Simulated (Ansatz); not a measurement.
# RbBa3: single points about a listed cell

A set of self-consistent runs on RbBa3 under random distortions, further strains and shifts, to map its energy surface near the listed cell.

Method: DFT PBEsol, scalar-relativistic, plane waves, PAW, in Ansatz 0.2.0.

### Step 1. Starting point

It takes space group I4/mmm (No. 139, tetragonal). Conventional cell: a = 6.405 Å, b = 6.405 Å, c = 13.593 Å, α = 90.00°, β = 90.00°, γ = 90.00°.

Structure file:

```xyz
4
Lattice="-3.2025 3.2025 6.7965 3.2025 -3.2025 6.7965 3.2025 3.2025 -6.7965" Properties=species:S:1:pos:R:3 pbc="T T T"
Rb    0.0000    0.0000    0.0000
Ba    0.0000    3.2025    3.3982
Ba    3.2025    0.0000    3.3982
Ba    0.0000    0.0000    6.7965
```

The structure comes from the Materials Project (structure only).

### Step 2. Random moves and strain, cell strained

What differs from the listed cell: strain xx, yy, zz, yz, xz, xy = +1.8, +2.4, +1.5, +0.2, -0.1, -0.3 %; atoms moved by 0.06 Å root mean square, at most 0.08 Å.

Contents of input.yaml:

```yaml
crystal:
  lattice:
    - [-3.2733152582, 3.3011023802, 6.9075401804]
    - [3.2654313506, -3.2769069399, 6.8924243568]
    - [3.254612629, 3.2582043107, -6.8961392626]
  atoms:
    - { symbol: Rb, position: [0.005088745, 0.0093385432, 0.0048399612] }
    - { symbol: Ba, position: [0.7509164053, 0.2536533253, 0.5022685367] }
    - { symbol: Ba, position: [0.2548932568, 0.7434771934, 0.5007275555] }
    - { symbol: Ba, position: [0.4891000316, 0.4935293768, -0.0078391759] }
basis:
  ecutwfc: 420
kpoints:
  mp_grid: { grid: [6, 6, 8] }
hamiltonian:
  xc: pbesol
scf:
  occupations: { method: gaussian, width: 0.1 }
output:
  forces: true
  stress: true
  eigenvalues: true
```

Run with:

```console
$ ansatz run input.yaml --threads 1 --pin off --max-ram 1331MiB --backend cpu --events-out ev --progress --plain --runs-dir out
```

### Step 3. A change within a subgroup

Contents of input.yaml:

```yaml
crystal:
  lattice:
    - [-3.1437710583, 3.098704249, 6.7584660546]
    - [3.1437710583, -3.234633689, 6.8225161546]
    - [3.1437710583, 3.234633689, -6.8225161546]
  atoms:
    - { symbol: Rb, position: [-0.0028235774, 5.21417e-05, -0.0028757191] }
    - { symbol: Ba, position: [0.7483108152, 0.2407726602, 0.5075381549] }
    - { symbol: Ba, position: [0.2535160448, 0.7493961437, 0.5041199011] }
    - { symbol: Ba, position: [0.5009967175, 0.5097790545, -0.008782337] }
basis:
  ecutwfc: 420
kpoints:
  mp_grid: { grid: [8, 8, 8] }
hamiltonian:
  xc: pbesol
scf:
  occupations: { method: gaussian, width: 0.1 }
output:
  forces: true
  stress: true
  eigenvalues: true
```

**Question.** What will these runs give? Wanted: for each run, case; energy; pressure; largest force.

As calculated:

```
step                                    case  energy (meV/atom)  pressure (GPa)  largest force (eV/Å)  gap on the mesh (eV)
   2  random moves and strain, cell strained               +0.0            -0.8                  0.07                  0.00
   3              a change within a subgroup            timeout
```

Energies are counted from step 2, with the smearing taken to zero. A gap of 0.00 means none on the mesh at this level.

**Reading.** 
